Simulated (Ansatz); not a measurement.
**TiI₃Cl: basis-set convergence**

How large a basis does TiI₃Cl need? Two functionals are run in growing sets.

The runs use Ansatz 0.2.0, Gaussian basis; one geometry, several basis sets.

Plan: PBE0-D4/def2-SVP; ωB97M-V/def2-SVP; PBE0-D4/def2-QZVPP; ωB97M-V/def2-QZVPP; the functionals' def2-TZVPP values are taken from earlier runs.

### Step 1. The geometry

All runs share one geometry, relaxed beforehand with PBE0-D4 in a triple-zeta def2 set. I takes the def2 core potential; no spin-orbit term is included.

SMILES `[Cl][Ti]([I])([I])[I]`, 5 atoms, charge 0, spin multiplicity 1.

Atoms are counted from 1 here; the program's logs count them from 0.

Bond lengths: Cl1–Ti2 2.160 Å, Ti2–I3 2.528 Å, Ti2–I4 2.528 Å, Ti2–I5 2.528 Å. Angles: Cl1–Ti2–I3 109.8°, Cl1–Ti2–I4 109.8°, Cl1–Ti2–I5 109.8°, I3–Ti2–I4 109.1°, I3–Ti2–I5 109.1°, I4–Ti2–I5 109.1°.

### Step 2. PBE0-D4 in def2-SVP

Input file in.yaml:

```yaml
crystal:
  periodic: [false, false, false]
  atoms:
    - {symbol: Cl, position_ang: [-0.638727, -0.175328, 2.142394]}
    - {symbol: Ti, position_ang: [-0.023501, -0.006449, 0.078817]}
    - {symbol: I, position_ang: [1.957707, -1.516632, -0.351621]}
    - {symbol: I, position_ang: [-1.926393, -0.683840, -1.441462]}
    - {symbol: I, position_ang: [0.630904, 2.382248, -0.428117]}
basis:
  gaussian: {orbitals: def2-SVP}
hamiltonian: {xc: pbe0, dispersion: d4}
output: {orbitals: {seedname: orbitals}}
```

On the command line:

```sh
$ ansatz run in.yaml --threads 4 --pin off --events-out ev --progress --plain --max-ram 11315MiB
```

The runs that follow: ωB97M-V in def2-SVP; PBE0-D4 in def2-QZVPP; ωB97M-V in def2-QZVPP.

**Question.** What will the summary of the whole plan be? Wanted: PBE0-D4: double and triple zeta above quadruple; ωB97M-V: double and triple zeta above quadruple.

**Answer**, as computed:

| quantity | value |
| --- | --- |
| PBE0-D4: double and triple zeta above quadruple | 9.07, 0.89 eV |
| ωB97M-V: double and triple zeta above quadruple | 9.01, 0.84 eV |

In words: For PBE0-D4 the step from double to triple zeta gains 8.18 eV and the next only 0.89 eV. These are total energies; as a rule much of such shifts cancels in differences, which this series doesn't test.
